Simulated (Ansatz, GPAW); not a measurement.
## A script for CuI (PBE in single-zeta orbitals)

These are simulated results from GPAW 26.7.0, not measurements. The cell was built from a prototype and was relaxed with r2SCAN in plane waves (Ansatz 0.2.0). Not every such cell is a known phase. All runs are without spin polarisation.

Space group F-43m (No. 216), cubic; conventional cell a = 6.024 Å, 27.33 Å³ an atom. Cu has 4 I at 2.61 Å; I has 4 Cu at 2.61 Å.

The basis is minimal: single zeta, one radial function for each shell that the log's basis lists. It describes the filled bands fairly and the empty ones poorly.

run.py reads:

```python
import json
from ase import Atoms
from gpaw import GPAW, PW, FermiDirac

atoms = Atoms(['Cu', 'I'],
              cell=[[0.0, 3.012029, 3.012029], [3.012029, 0.0, 3.012029], [3.012029, 3.012029, 0.0]],
              scaled_positions=[[-0.0, 0.0, 0.0], [0.25, 0.25, 0.25]],
              pbc=True)
calc = GPAW(mode='lcao', basis='sz(dzp)', h=0.2, xc='PBE', kpts={'size': (6, 6, 6), 'gamma': True},
            occupations=FermiDirac(0.02), maxiter=100, legacy_gpaw=True, txt='gpaw.txt')
atoms.calc = calc
res = {'energy': atoms.get_potential_energy(force_consistent=True)}
res['electrons'] = calc.get_number_of_electrons()
res['k'] = calc.get_ibz_k_points().tolist()
res['levels'] = [calc.get_eigenvalues(kpt=i).tolist() for i in range(len(res['k']))]
points = [[0.0, 0.0, 0.0], [-0.5, -0.5, 0.0], [-0.375, -0.375, 0.25], [-0.375, 0.0, 0.375], [0.0, 0.0, 0.5], [-0.5, -0.25, 0.25]]
bands = calc.fixed_density(kpts=points, symmetry='off', txt='bands.txt')
res['points'] = [bands.get_eigenvalues(kpt=i).tolist() for i in range(len(points))]
json.dump(res, open('results.json', 'w'))
print('free energy (eV):', round(res['energy'], 5))
```

Command: `python run.py`. It took 2.2 s on 1 thread of Arm Neoverse V2 (shared host), peak memory 0.13 GiB.

The log gpaw.txt, trimmed of paths, versions and times, then the last line on the terminal. An iter line gives the energy in eV and the logarithms of the changes of orbitals (plane waves alone) and density (c: converged):

```
___ ___ ___ _ _ _
 |   |   |_  | | | |

 | | | | | . | | | |

 |__ |  _|___|_____|  26.7.0
 |___|_|

Input parameters:
  basis: sz(dzp)
  h: 0.2
  kpts: {gamma: True,
         size: (6, 6, 6)}
  maxiter: 100
  mode: lcao
  occupations: {fixmagmom: False,
                name: fermi-dirac,
                width: 0.02}
  xc: PBE

System changes: positions, numbers, cell, pbc, initial_charges, initial_magmoms

Initialize ...

species:
  Cu:
    name:    Copper
    Z:       29.0
    valence: 11
    core:    18
    charge:  0.0  # [|e|]
    compensation charges:
      type: gauss
      rc: 0.33  # [Å]
      lmax: 2
    cutoffs:
      filter: 2.06  # [Å]
      core: 2.43  # [Å]
    projectors
    | kind |    occ | energy [eV] | rcut [Å] |

    |------|--------|-------------|----------|

    |   4s |  1.000 |      -4.609 |    1.164 |

    |   4p |  0.000 |      -0.698 |    1.164 |

    |   3d | 10.000 |      -5.039 |    1.058 |

    |    s |        |      22.603 |    1.164 |

    |    p |        |      26.513 |    1.164 |

    |    d |        |      22.172 |    1.058 |

    LCAO basis set for Cu:
      Name: sz(dzp)
      Number of radial functions: 2
      Number of spherical harmonics: 6
        l=0, rc=8.9688 Bohr: 4s-sz confined orbital
        l=2, rc=5.1719 Bohr: 3d-sz confined orbital
      Number of RI-basis functions 0

  I:
    name:    Iodine
    Z:       53.0
    valence: 7
    core:    46
    charge:  0.0  # [|e|]
    compensation charges:
      type: gauss
      rc: 0.37  # [Å]
      lmax: 2
    cutoffs:
      filter: 2.06  # [Å]
      core: 2.90  # [Å]
    projectors
    | kind |    occ | energy [eV] | rcut [Å] |

    |------|--------|-------------|----------|

    |   5s |  2.000 |     -17.382 |    1.164 |

    |   5p |  5.000 |      -7.088 |    1.164 |

    |    s |        |       9.829 |    1.164 |

    |    p |        |      20.123 |    1.164 |

    |    d |        |       0.000 |    1.164 |

    LCAO basis set for I:
      Name: sz(dzp)
      Number of radial functions: 2
      Number of spherical harmonics: 4
        l=0, rc=5.8750 Bohr: 5s-sz confined orbital
        l=1, rc=7.5156 Bohr: 5p-sz confined orbital
      Number of RI-basis functions 0

Reference energy: -238562.247507  # eV

Spin-paired calculation

Convergence criteria:
 Maximum [total energy] change in last 3 cyles: 0.0005 eV / valence electron
 Maximum integral of absolute [dens]ity change: 0.0001 electrons / valence electron
 Maximum integral of absolute [eigenst]ate change: 4e-08 eV^2 / valence electron
 Maximum number of scf [iter]ations: 100
 (Square brackets indicate name in SCF output, whereas a 'c' in
 the SCF output indicates the quantity has converged.)

Symmetries present (total): 24

  ( 1  0  0)  ( 1  0  0)  ( 1  0 -1)  ( 1  0 -1)  ( 1 -1  0)  ( 1 -1  0)
  ( 0  1  0)  ( 0  0  1)  ( 0  1 -1)  ( 0  0 -1)  ( 0 -1  1)  ( 0 -1  0)
  ( 0  0  1)  ( 0  1  0)  ( 0  0 -1)  ( 0  1 -1)  ( 0 -1  0)  ( 0 -1  1)

  ( 0  1  0)  ( 0  1  0)  ( 0  1 -1)  ( 0  1 -1)  ( 0  0  1)  ( 0  0  1)
  ( 1  0  0)  ( 0  0  1)  ( 1  0 -1)  ( 0  0 -1)  ( 1  0  0)  ( 0  1  0)
  ( 0  0  1)  ( 1  0  0)  ( 0  0 -1)  ( 1  0 -1)  ( 0  1  0)  ( 1  0  0)

  ( 0  0 -1)  ( 0  0 -1)  ( 0 -1  1)  ( 0 -1  1)  ( 0 -1  0)  ( 0 -1  0)
  ( 1  0 -1)  ( 0  1 -1)  ( 1 -1  0)  ( 0 -1  0)  ( 1 -1  0)  ( 0 -1  1)
  ( 0  1 -1)  ( 1  0 -1)  ( 0 -1  0)  ( 1 -1  0)  ( 0 -1  1)  ( 1 -1  0)

  (-1  1  0)  (-1  1  0)  (-1  0  1)  (-1  0  1)  (-1  0  0)  (-1  0  0)
  (-1  0  1)  (-1  0  0)  (-1  1  0)  (-1  0  0)  (-1  1  0)  (-1  0  1)
  (-1  0  0)  (-1  0  1)  (-1  0  0)  (-1  1  0)  (-1  0  1)  (-1  1  0)

216 k-points: 6 x 6 x 6 Monkhorst-Pack grid + [1/12,1/12,1/12]
16 k-points in the irreducible part of the Brillouin zone
       k-points in crystal coordinates                weights
   0:     0.00000000    0.00000000    0.00000000          1/216
   1:     0.16666667    0.16666667    0.00000000          6/216
   2:     0.16666667    0.16666667    0.16666667          8/216
   3:     0.33333333    0.16666667    0.16666667         12/216
   4:     0.33333333    0.33333333   -0.33333333         12/216
   5:     0.33333333    0.33333333    0.00000000          6/216
   6:     0.33333333    0.33333333    0.16666667         24/216
   7:     0.33333333    0.33333333    0.33333333          8/216
   8:     0.50000000    0.33333333   -0.33333333         24/216
   9:     0.50000000    0.33333333   -0.16666667         12/216
          ...
  15:     0.50000000    0.50000000    0.50000000          4/216

Wave functions: LCAO
  Diagonalizer: Serial LAPACK
  Atomic Correction: dense with blas
  Data-type: complex

Occupation numbers: Fermi-Dirac:
  width: 0.0200  # eV

Eigensolver
   LCAO using direct dense diagonalizer

Densities:
  Coarse grid: 16*16*16 grid
  Fine grid: 32*32*32 grid
  Total Charge: 0.000000

Density mixing:
  Method: separate
  Backend: msr1
  Linear mixing parameter: 0.05
  old densities: 10
  Width of damping distribution: 1.1
  Damping of long wavelength oscillations: 20

Hamiltonian:
  XC and Coulomb potentials evaluated on a 32*32*32 grid
  Using the PBE Exchange-Correlation functional
  Interpolation: tri-quintic (5. degree polynomial)
  Poisson solver: FastPoissonSolver using
    Stencil: 12*3+1=37 point O(h^6) finite-difference Laplacian
    FFT axes: [np.int64(0), np.int64(1), np.int64(2)]
    FST axes: []

XC parameters: PBE with 2 nearest neighbor stencil

Memory estimate:
  Process memory now: 113.11 MiB
  Calculator: 7.85 MiB
    Density: 5.88 MiB
      Arrays: 0.81 MiB
      Localized functions: 4.45 MiB
      Mixer: 0.62 MiB
    Hamiltonian: 0.86 MiB
      Arrays: 0.53 MiB
      XC: 0.00 MiB
      Poisson: 0.00 MiB
      vbar: 0.33 MiB
    Wavefunctions: 1.10 MiB
      C [qnM]: 0.02 MiB
      S, T [2 x qmm]: 0.05 MiB
      P [aqMi]: 0.00 MiB
      BasisFunctions: 1.03 MiB
      Eigensolver: 0.00 MiB

Total number of cores used: 1

Number of atoms: 2
Number of atomic orbitals: 10
Number of bands in calculation: 10
Number of valence electrons: 18
Bands to converge: occupied
Positions:
   0 Cu     0.000000    0.000000    0.000000    ( 0.0000,  0.0000,  0.0000)
   1 I      1.506015    1.506015    1.506015    ( 0.0000,  0.0000,  0.0000)

Unit cell:
           periodic     x           y           z      points  spacing
  1. axis:    yes    0.000000    3.012029    3.012029    16     0.2174
  2. axis:    yes    3.012029    0.000000    3.012029    16     0.2174
  3. axis:    yes    3.012029    3.012029    0.000000    16     0.2174

  Lengths:   4.259652   4.259652   4.259652
  Angles:   60.000000  60.000000  60.000000

Effective grid spacing dv^(1/3) = 0.2372

iter:   1    -2.624502        c
iter:   2    -2.587004        c -1.62
iter:   3    -2.332163        c -1.64
iter:   4    -2.322423        c -2.35
iter:   5    -2.321310        c -2.62
iter:   6    -2.321160c       c -3.32
iter:   7    -2.321100c       c -3.75
iter:   8    -2.321100c       c -5.34c

Converged after 8 iterations.

Energy contributions relative to reference atoms: (reference = -238562.247507)

Kinetic:       +118.983608
Potential:     -105.364973
External:        +0.000000
XC:             -16.030826
Entropy (-ST):   -0.000373
Local:           +0.091278
SIC:             +0.000000
--------------------------
Free energy:     -2.321287
Extrapolated:    -2.321100

Showing only first 2 kpts
 Kpt  Band  Eigenvalues  Occupancy
  0     7      7.54431    1.34695
  0     8      7.54431    1.34695
  0     9      7.54487    1.33450

  1     7      7.23006    2.00000
  1     8      7.23033    2.00000
  1     9      8.36577    0.00000

Fermi level: 7.55879

No gap
No difference between direct/indirect transitions

free energy (eV): -2.32129
```

The gap in the log is over the mesh alone; results.json adds the listed points. PBE in single-zeta orbitals gives no gap at the points read. On the same cell, plane-wave PBE (Ansatz, 8×8×8 k points and the special points) gives a gap of 1.17 eV and r2SCAN a gap of 1.67 eV; on shared hosts these took about 3.4 and 10 core-seconds on the 2-atom cell, against 2.2 for the script. Spin-orbit coupling, left out in all these runs, can cut or reorder the gap by tenths of an eV, up to about 1 eV with Pb or Bi. This method closes a gap that PBE finds, a failure in kind.

No spin-orbit coupling is included; it can move band edges with weight on the heavy atoms by tenths of an eV.
